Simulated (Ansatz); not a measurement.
# C₅HBCl₂F₆O₂: basis-set convergence

One table from this session's results is given with a row withheld; the runs are named, their logs left out.

The runs use Ansatz 0.2.0, Gaussian basis; one geometry, several basis sets.

The runs, in order: PBE0-D4/def2-SVP; ωB97M-V/def2-SVP; PBE0-D4/def2-QZVPP; ωB97M-V/def2-QZVPP; the functionals' def2-TZVPP values are taken from earlier runs.

### Structure used throughout

All runs share one geometry, relaxed beforehand with PBE0-D4 in a triple-zeta def2 set.

17 atoms, charge 0, spin multiplicity 1.

Atoms are counted from 1 here; the program's logs count them from 0.

Bond lengths: F1–C2 1.325 Å, C2–F3 1.330 Å, C2–F4 1.327 Å, C2–C5 1.529 Å, C5–C6 1.382 Å, C5–O16 1.266 Å, C6–C7 1.382 Å, C6–H17 1.076 Å, C7–C8 1.529 Å, C7–O12 1.266 Å, C8–F9 1.330 Å, C8–F10 1.325 Å, C8–F11 1.327 Å, O12–B13 1.515 Å, B13–Cl14 1.810 Å, B13–Cl15 1.793 Å, B13–O16 1.515 Å. Angles: F1–C2–F3 108.7°, F1–C2–F4 109.0°, F1–C2–C5 109.9°, F3–C2–F4 108.6°, F3–C2–C5 110.8°, F4–C2–C5 109.8°, C2–C5–C6 121.7°, C2–C5–O16 113.6°, C6–C5–O16 124.6°, C5–C6–C7 115.5°, C5–C6–H17 122.1°, C7–C6–H17 122.1°, C6–C7–C8 121.7°, C6–C7–O12 124.6°, C8–C7–O12 113.6°, C7–C8–F9 110.8°, C7–C8–F10 109.9°, C7–C8–F11 109.8° and more.

Set-up of the first run:

Input file in.yaml:

```yaml
crystal:
  periodic: [false, false, false]
  atoms:
    - {symbol: F, position_ang: [-2.746550, 2.078870, -0.181802]}
    - {symbol: C, position_ang: [-1.437231, 2.230989, -0.045392]}
    - {symbol: F, position_ang: [-1.190539, 2.730603, 1.162363]}
    - {symbol: F, position_ang: [-1.005792, 3.092972, -0.956897]}
    - {symbol: C, position_ang: [-0.734309, 0.885541, -0.230639]}
    - {symbol: C, position_ang: [0.084511, 0.352255, 0.747060]}
    - {symbol: C, position_ang: [0.783220, -0.784149, 0.384801]}
    - {symbol: C, position_ang: [1.855768, -1.391753, 1.289867]}
    - {symbol: F, position_ang: [1.943467, -0.720499, 2.434772]}
    - {symbol: F, position_ang: [1.556415, -2.653928, 1.560400]}
    - {symbol: F, position_ang: [3.034134, -1.348635, 0.681940]}
    - {symbol: O, position_ang: [0.639494, -1.396369, -0.714004]}
    - {symbol: B, position_ang: [-0.466513, -1.046312, -1.689153]}
    - {symbol: Cl, position_ang: [-1.840906, -2.184199, -1.387414]}
    - {symbol: Cl, position_ang: [0.212627, -1.041189, -3.349067]}
    - {symbol: O, position_ang: [-0.948942, 0.351574, -1.358364]}
    - {symbol: H, position_ang: [0.242048, 0.843929, 1.691628]}
basis:
  gaussian: {orbitals: def2-SVP}
hamiltonian: {xc: pbe0, dispersion: d4}
output: {orbitals: {seedname: orbitals}}
```

On the command line:

```
> ansatz run in.yaml --threads 11 --pin off --events-out ev --progress --plain --max-ram 110592MiB --backend cpu
```

Steps of the session up to this table: PBE0-D4 in def2-SVP; ωB97M-V in def2-SVP; PBE0-D4 in def2-QZVPP; ωB97M-V in def2-QZVPP.

One table of the session follows, with a row left open; its other results are not shown here.

It belongs to the step «Functionals by basis». 

| functional | basis | HOMO (eV) | LUMO (eV) |
| --- | --- | --- | --- |
| PBE0-D4 | def2-SVP | -8.28 | -4.07 |
| PBE0-D4 | def2-TZVPP | -8.48 | -4.11 |
| PBE0-D4 | def2-QZVPP | -8.52 | -4.14 |
| ωB97M-V | def2-SVP | -10.46 | -1.91 |
| ωB97M-V | def2-TZVPP | -10.72 | -1.99 |
| ωB97M-V | def2-QZVPP | ? | ? |

Q: Estimate the row for ωB97M-V, def2-QZVPP from the others.

The run gave: HOMO (eV): -10.77; LUMO (eV): -2.03. In the column «HOMO (eV)» it is the lowest.
